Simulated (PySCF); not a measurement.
**C4H6BCl2N: electronic excitations**

Aim: predict the electronic excitations of C4H6BCl2N (`[H]/N=C(\C=C)CB(Cl)Cl`).

The runs use PySCF 2.14.0, with density-fitted response routines of our own; the level of theory stands in each step. All values are computed, except where a source is named. Atoms are numbered from 0 throughout.

## (1) The starting structure

14 atoms, charge 0, multiplicity 1; geometry from: GFN2-xTB.

Bonds of the start (Å): C0–C1 1.33, C1–C2 1.47, C2–N3 1.26, C2–C4 1.51, C4–B5 1.59, B5–Cl6 1.72, B5–Cl7 1.72, C0–H8 1.08, C0–H9 1.08, C1–H10 1.08, N3–H11 1.02, C4–H12 1.09, C4–H13 1.09.

## (2) Ultraviolet spectrum: B3LYP/def2-SVPD

The job: settings as JSON, then the geometry in Å.

```
{"job": {"kind": "uv", "xc": "B3LYP", "basis": "def2-SVPD", "nstates": 8, "ntriplets": 3}, "charge": 0, "multiplicity": 1}
C     -1.226692     1.235048     0.701687
C     -1.407729     0.077191     0.079979
C     -0.372304    -0.683795    -0.630525
N     -0.551743    -1.821853    -1.152084
C      1.004074    -0.079178    -0.747322
B      1.779938     0.047519     0.635068
Cl     1.455925    -1.031053     1.929463
Cl     2.997613     1.245284     0.846397
H     -2.034477     1.731232     1.213590
H     -0.271006     1.731851     0.733400
H     -2.388679    -0.385321     0.080481
H     -1.490264    -2.202732    -1.047227
H      1.570619    -0.746561    -1.404457
H      0.934047     0.881895    -1.260618
```

Level: TDDFT B3LYP/def2-SVPD, vertical, gas phase, core orbitals frozen in the response.

On the command line:

```bash
$ OMP_NUM_THREADS=1 python probes_run.py task.json out
```

One launch serves the whole session: the jobs run in the order shown.

Predict these results of the whole session: lowest singlet (B3LYP/def2-SVPD); brightest single state of those computed; lowest triplet; surface potential, 1st and 99th percentile.

The runs gave:

| quantity | value |
| --- | --- |
| lowest singlet (B3LYP/def2-SVPD) | 4.36 eV (284 nm), f = 0.003 |
| brightest single state of those computed | state 6, 6.10 eV, f = 0.297 |
| lowest triplet | 3.63 eV |
| surface potential, 1st and 99th percentile | -1.62 V and 1.28 V |

**Reading.** The lowest singlet, at 4.36 eV, is HOMO→LUMO 0.97 and is weak; of the 8 states computed, the strongest absorption comes from state 6 at 6.10 eV. The lowest triplet lies 0.73 eV below the lowest singlet (triplets in Tamm-Dancoff, singlets in full TDDFT). By nearest atom (B3LYP/def2-SVPD), the HOMO sits on N3 64 %; H11 11 % and the LUMO on C0 21 %; N3 21 %.
